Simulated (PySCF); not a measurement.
# C5H11Ga: magnetic properties

Wanted: magnetic properties for C5H11Ga (`[CH3][GaH][CH]1CCC1`).

Computed with PySCF 2.14.0 and routines of our own; the level stands in each step. Atoms count from 0.

## 1. The starting structure

17 atoms, charge 0, multiplicity 1; geometry from: GFN2-xTB.

## 2. Magnetic properties: GIAO wB97X-D/pcSseg-1

The job: settings as JSON, then the geometry in Å.

```
{"job": {"kind": "mag", "xc": "wB97X-D", "basis": "pcSseg-1", "isotopologues": 2}, "charge": 0, "multiplicity": 1}
C      2.883907     0.626736     0.322411
Ga     1.323158    -0.272481    -0.633366
C     -0.418307    -0.972952     0.222134
C     -1.067618     0.142205     1.067017
C     -1.813724     0.588735    -0.193351
C     -1.544513    -0.786790    -0.811128
H      3.843899     0.215086    -0.001350
H      2.907861     1.702707     0.125102
H      2.803272     0.486458     1.404922
H      1.339822    -0.390785    -2.237112
H     -0.380531    -1.955704     0.704705
H     -1.745086    -0.247522     1.827766
H     -0.401562     0.878267     1.531161
H     -2.852801     0.893856    -0.080345
H     -1.259422     1.373550    -0.722146
H     -2.376813    -1.475872    -0.668349
H     -1.248540    -0.793463    -1.867981
```

Method: GIAO wB97X-D/pcSseg-1 magnetisability, rotational g tensor and spin-rotation constants, non-relativistic, gas phase.

Run with:

```
$ OMP_NUM_THREADS=1 python excited_run.py task.json out
```

This one command runs all jobs of the session in turn.

Standard output:

```text
coarse grid: 60512 points
cycle   1  E = -2121.6553282730  dE =  5.916e-02  |g| = 9.106e-01  |ddm| = 3.609e+00
cycle   2  E = -2121.6566622364  dE = -1.334e-03  |g| = 9.131e-01  |ddm| = 8.764e-01
cycle   3  E = -2121.7340915503  dE = -7.743e-02  |g| = 6.234e-02  |ddm| = 4.767e-01
cycle   4  E = -2121.7345145006  dE = -4.230e-04  |g| = 1.726e-02  |ddm| = 5.179e-02
cycle   5  E = -2121.7345945469  dE = -8.005e-05  |g| = 4.612e-03  |ddm| = 1.860e-02
cycle   6  E = -2121.7346028409  dE = -8.294e-06  |g| = 6.914e-04  |ddm| = 8.723e-03
final grid: 128424 points
cycle   7  E = -2121.7344749614  dE = -2.336e-06  |g| = 9.102e-04  |ddm| = 3.163e-03
cycle   8  E = -2121.7344750365  dE = -7.509e-08  |g| = 8.009e-04  |ddm| = 1.454e-03
cycle   9  E = -2121.7344751807  dE = -1.442e-07  |g| = 8.204e-05  |ddm| = 6.581e-04
cycle  10  E = -2121.7344751842  dE = -3.521e-09  |g| = 3.367e-05  |ddm| = 2.033e-04
cycle  11  E = -2121.7344751847  dE = -4.493e-10  |g| = 1.034e-05  |ddm| = 6.040e-05
converged SCF energy = -2121.7344751847

Magnetisability tensor (1e-30 J/T^2)
    -1207.32      166.87      -83.04
      166.87    -1375.12      -45.01
      -83.04      -45.01    -1256.37
isotropic -1279.60   principal values   -1478.13  -1301.38  -1059.30
isotropic susceptibility -77.059 1e-6 cm^3/mol

Inertial axes            a          b          c
rot. const./GHz      5.0754     1.4134     1.2714
chi total           -70.621    -80.145    -80.412
chi diamagnetic    -367.829   -977.402  -1082.361
chi paramagnetic    297.208    897.257   1001.950
quadrupole/D A        0.722     -3.442      2.720
g nuclear            0.6606     0.5904     0.5916
g electronic        -0.7087    -0.5958    -0.5985
g total             -0.0481    -0.0054    -0.0069

Spin-rotation constants (kHz, H = +C I.J)
atom  isotope        aa         bb         cc
  1   69Ga       11.688      3.599      2.812
  6     1H       -0.036     -0.130     -0.143
  7     1H       -0.528     -0.136     -0.017
  8     1H       -0.538     -0.048     -0.082
  9     1H       -0.291      0.024     -0.057
 10     1H       -0.539     -0.162      0.051
 11     1H       -0.187     -0.119     -0.066
 12     1H       -0.270     -0.037     -0.126
 13     1H        0.130     -0.144     -0.133
 14     1H       -0.298     -0.179     -0.007
 15     1H       -0.024     -0.137     -0.088
 16     1H       -0.417     -0.017     -0.095
  0    13C*       0.643      0.171      0.139
  2    13C*       0.882      0.233      0.195
  3    13C*       0.759      0.237      0.188
  4    13C*       0.780      0.200      0.212
* in the singly substituted isotopologue

Isotopologues: g along a, b, c
2H    at 6,7,8,9,10,11,    -0.0365    -0.0046    -0.0057
13C   at 0                 -0.0477    -0.0053    -0.0068
```

Wall time 41 s (1 thread of Arm Neoverse V1, shared host); peak memory 0.95 GiB.

Key values:

| quantity | value |
| --- | --- |
| magnetisability | -1280·10⁻³⁰ J/T² |
| molar susceptibility | -77.1·10⁻⁶ cm³/mol |
| rotational g (a, b, c) | -0.0481, -0.0054, -0.0069 |

## 3. Magnetic properties: GIAO HSE06/6-31G

The job, as its differences from that of step 2:

```diff
@@ -1,2 +1,2 @@
-{"job": {"kind": "mag", "xc": "wB97X-D", "basis": "pcSseg-1", "isotopologues": 2}, "charge": 0, "multiplicity": 1}
+{"job": {"kind": "mag", "xc": "HSE06", "basis": "6-31G"}, "charge": 0, "multiplicity": 1}
 C      2.883907     0.626736     0.322411
```

With the program's defaults for keys left out, this is: GIAO HSE06/6-31G magnetisability, rotational g tensor and spin-rotation constants, non-relativistic, gas phase.

Standard output:

```text
coarse grid: 60512 points
cycle   1  E = -2121.0141433239  dE = -8.319e-02  |g| = 5.134e-01  |ddm| = 3.612e+00
cycle   2  E = -2120.9646016847  dE =  4.954e-02  |g| = 6.648e-01  |ddm| = 1.289e+00
cycle   3  E = -2121.0878552827  dE = -1.233e-01  |g| = 3.844e-02  |ddm| = 7.834e-01
cycle   4  E = -2121.0881469236  dE = -2.916e-04  |g| = 2.265e-02  |ddm| = 7.860e-02
cycle   5  E = -2121.0882773695  dE = -1.304e-04  |g| = 5.051e-03  |ddm| = 2.952e-02
cycle   6  E = -2121.0882855385  dE = -8.169e-06  |g| = 1.160e-03  |ddm| = 7.764e-03
final grid: 128424 points
cycle   7  E = -2121.0881714236  dE =  2.144e-07  |g| = 1.736e-03  |ddm| = 3.426e-03
cycle   8  E = -2121.0881707846  dE =  6.390e-07  |g| = 2.311e-03  |ddm| = 4.554e-03
cycle   9  E = -2121.0881721720  dE = -1.387e-06  |g| = 2.076e-04  |ddm| = 2.772e-03
cycle  10  E = -2121.0881721801  dE = -8.053e-09  |g| = 1.205e-05  |ddm| = 2.210e-04
cycle  11  E = -2121.0881721801  dE = -4.638e-11  |g| = 3.061e-06  |ddm| = 1.746e-05
converged SCF energy = -2121.0881721801

Magnetisability tensor (1e-30 J/T^2)
    -1213.54      179.64      -87.86
      179.64    -1383.09      -48.33
      -87.86      -48.33    -1254.57
isotropic -1283.73   principal values   -1497.14  -1303.50  -1050.55
isotropic susceptibility -77.308 1e-6 cm^3/mol

Inertial axes            a          b          c
rot. const./GHz      5.0754     1.4134     1.2714
chi total           -70.843    -80.381    -80.700
chi diamagnetic    -366.177   -975.586  -1080.147
chi paramagnetic    295.334    895.205    999.448
quadrupole/D A        1.133     -3.309      2.177
g nuclear            0.6606     0.5904     0.5916
g electronic        -0.7042    -0.5944    -0.5970
g total             -0.0436    -0.0041    -0.0054

Spin-rotation constants (kHz, H = +C I.J)
atom  isotope        aa         bb         cc
  1   69Ga        8.344      2.717      2.081
  6     1H       -0.080     -0.137     -0.150
  7     1H       -0.564     -0.143     -0.026
  8     1H       -0.575     -0.055     -0.089
  9     1H       -0.282      0.024     -0.060
 10     1H       -0.554     -0.168      0.041
 11     1H       -0.211     -0.128     -0.071
 12     1H       -0.299     -0.048     -0.131
 13     1H        0.098     -0.153     -0.140
 14     1H       -0.318     -0.189     -0.015
 15     1H       -0.052     -0.145     -0.093
 16     1H       -0.440     -0.028     -0.099
  0    13C*       0.555      0.152      0.123
  2    13C*       0.791      0.208      0.178
  3    13C*       0.666      0.207      0.163
  4    13C*       0.696      0.171      0.187
* in the singly substituted isotopologue
```

Wall time 28 s (1 thread of Arm Neoverse V1, shared host); peak memory 0.74 GiB.

Key values:

| quantity | value |
| --- | --- |
| magnetisability | -1284·10⁻³⁰ J/T² |
| molar susceptibility | -77.3·10⁻⁶ cm³/mol |
| rotational g (a, b, c) | -0.0436, -0.0041, -0.0054 |

## 4. Magnetic properties: GIAO LC-wPBE/def2-SVP

The job, as its differences from that of step 3:

```diff
@@ -1,2 +1,2 @@
-{"job": {"kind": "mag", "xc": "HSE06", "basis": "6-31G"}, "charge": 0, "multiplicity": 1}
+{"job": {"kind": "mag", "xc": "LC-wPBE", "basis": "def2-SVP"}, "charge": 0, "multiplicity": 1}
 C      2.883907     0.626736     0.322411
```

Level: GIAO LC-wPBE/def2-SVP magnetisability, rotational g tensor and spin-rotation constants, non-relativistic, gas phase.

Standard output:

```text
coarse grid: 60512 points
cycle   1  E = -2121.1569874300  dE =  1.893e-01  |g| = 5.129e-01  |ddm| = 4.027e+00
cycle   2  E = -2121.1776933250  dE = -2.071e-02  |g| = 4.892e-01  |ddm| = 6.873e-01
cycle   3  E = -2121.2044914950  dE = -2.680e-02  |g| = 4.307e-02  |ddm| = 3.082e-01
cycle   4  E = -2121.2050629380  dE = -5.714e-04  |g| = 1.583e-02  |ddm| = 8.442e-02
cycle   5  E = -2121.2051387754  dE = -7.584e-05  |g| = 2.898e-03  |ddm| = 1.957e-02
cycle   6  E = -2121.2051422662  dE = -3.491e-06  |g| = 5.832e-04  |ddm| = 6.837e-03
final grid: 128424 points
cycle   7  E = -2121.2051287070  dE = -2.492e-07  |g| = 5.239e-04  |ddm| = 2.911e-03
cycle   8  E = -2121.2051287550  dE = -4.802e-08  |g| = 5.126e-04  |ddm| = 9.043e-04
cycle   9  E = -2121.2051287915  dE = -3.649e-08  |g| = 6.132e-05  |ddm| = 3.422e-04
cycle  10  E = -2121.2051287939  dE = -2.417e-09  |g| = 2.805e-05  |ddm| = 1.402e-04
cycle  11  E = -2121.2051287945  dE = -5.025e-10  |g| = 6.235e-06  |ddm| = 8.884e-05
converged SCF energy = -2121.2051287945

Magnetisability tensor (1e-30 J/T^2)
    -1237.03      161.33      -77.94
      161.33    -1401.06      -40.57
      -77.94      -40.57    -1281.65
isotropic -1306.58   principal values   -1500.22  -1322.98  -1096.54
isotropic susceptibility -78.684 1e-6 cm^3/mol

Inertial axes            a          b          c
rot. const./GHz      5.0754     1.4134     1.2714
chi total           -72.503    -81.432    -82.118
chi diamagnetic    -366.278   -975.985  -1080.657
chi paramagnetic    293.775    894.553    998.539
quadrupole/D A        0.733     -3.204      2.471
g nuclear            0.6606     0.5904     0.5916
g electronic        -0.7005    -0.5940    -0.5964
g total             -0.0399    -0.0037    -0.0049

Spin-rotation constants (kHz, H = +C I.J)
atom  isotope        aa         bb         cc
  1   69Ga       10.333      3.095      2.480
  6     1H       -0.051     -0.130     -0.142
  7     1H       -0.532     -0.137     -0.019
  8     1H       -0.541     -0.050     -0.083
  9     1H       -0.298      0.022     -0.057
 10     1H       -0.539     -0.163      0.043
 11     1H       -0.202     -0.122     -0.068
 12     1H       -0.284     -0.041     -0.126
 13     1H        0.107     -0.147     -0.134
 14     1H       -0.310     -0.178     -0.012
 15     1H       -0.042     -0.139     -0.090
 16     1H       -0.427     -0.021     -0.096
  0    13C*       0.526      0.139      0.110
  2    13C*       0.724      0.185      0.153
  3    13C*       0.592      0.196      0.151
  4    13C*       0.620      0.160      0.177
* in the singly substituted isotopologue
```

Wall time 40 s (1 thread of Arm Neoverse V1, shared host); peak memory 0.87 GiB.

In short:

| quantity | value |
| --- | --- |
| magnetisability | -1307·10⁻³⁰ J/T² |
| molar susceptibility | -78.7·10⁻⁶ cm³/mol |
| rotational g (a, b, c) | -0.0399, -0.0037, -0.0049 |

## 5. Magnetic properties side by side

| level | ξ (10⁻³⁰ J/T²) | g(a) | g(b) | gap (eV) | functions | time |
| --- | --- | --- | --- | --- | --- | --- |
| GIAO wB97X-D/pcSseg-1 | -1280 | -0.0481 | -0.0054 | 9.30 | 181 | 41 s |
| GIAO HSE06/6-31G | -1284 | -0.0436 | -0.0041 | 4.99 | 94 | 28 s |
| GIAO LC-wPBE/def2-SVP | -1307 | -0.0399 | -0.0037 | 10.59 | 157 | 40 s |

## 6. Outcome

| quantity | value |
| --- | --- |
| magnetisability (step 2, GIAO wB97X-D/pcSseg-1) | -1280·10⁻³⁰ J/T² |
| molar susceptibility (step 2, GIAO wB97X-D/pcSseg-1) | -77.1·10⁻⁶ cm³/mol |
| rotational g (a, b, c) (step 2, GIAO wB97X-D/pcSseg-1) | -0.0481, -0.0054, -0.0069 |
| magnetisability over the levels | -1307 to -1280·10⁻³⁰ J/T² |

Steps that list no spin-orbit terms leave them out, which matters at and beside the heavy atoms. The geometry comes from tight binding, which is rough for metal atoms, and these values hang on it. The magnetisability spreads by 2.1 % over 3 levels, from GIAO LC-wPBE/def2-SVP (40 s) to GIAO wB97X-D/pcSseg-1 (41 s); the runs took 28 s to 41 s. Vibrational averaging and real surroundings are missing from these values.
